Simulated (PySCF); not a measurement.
# CH8SSeSi2: the cost of one run

Programs: PySCF 2.14.0, with density-fitted response routines of our own. Each step states its level of theory. These are calculated values for one molecule in the gas phase, unless marked as measured. Atoms count from 0, in the outputs and in this text.

## (1) Starting geometry

13 atoms, charge 0, multiplicity 1; geometry from: GFN2-xTB. The atoms were then displaced at random by about 0.01 Å, so the start is not that level's minimum.

Bonds of the start (Å): Si0–S1 2.15, S1–C2 1.84, C2–Si3 1.85, Si3–Se4 2.32, Si0–H5 1.47, Si0–H6 1.48, Si0–H7 1.43, C2–H8 1.12, C2–H9 1.08, Si3–H10 1.47, Si3–H11 1.45, Se4–H12 1.44.

## (2) Optimising the geometry at PBE0-D3(BJ)/def2-SVP

What the job is given:

```
{"job": {"xc": "PBE0", "basis": "def2-SVP", "d3": "d3bj", "grid": 1, "shake": 0.01, "kind": "geom"}, "charge": 0, "multiplicity": 1}
Si     2.758120     0.279410     0.257680
S      1.139420    -1.081680    -0.138620
C     -0.299250     0.066330    -0.122450
Si    -1.825240    -0.982210    -0.165880
Se    -3.633400     0.457300    -0.016470
H      2.418550     0.972840     1.512360
H      2.773410     1.274610    -0.834630
H      3.928400    -0.534500     0.307930
H     -0.221630     0.674350     0.811970
H     -0.198110     0.725280    -0.966630
H     -1.947870    -1.856780     1.013900
H     -1.949060    -1.704400    -1.421150
H     -2.937520     1.692570    -0.248350
```

Launch:

```console
OMP_NUM_THREADS=1 python probes_run.py task.json out
```

This one command runs all jobs of the session in turn.

Q: Estimate the wall time and peak memory of this first job on 1 thread of Arm Neoverse V1, shared host.

About 98 s, with a peak of 0.58 GiB.
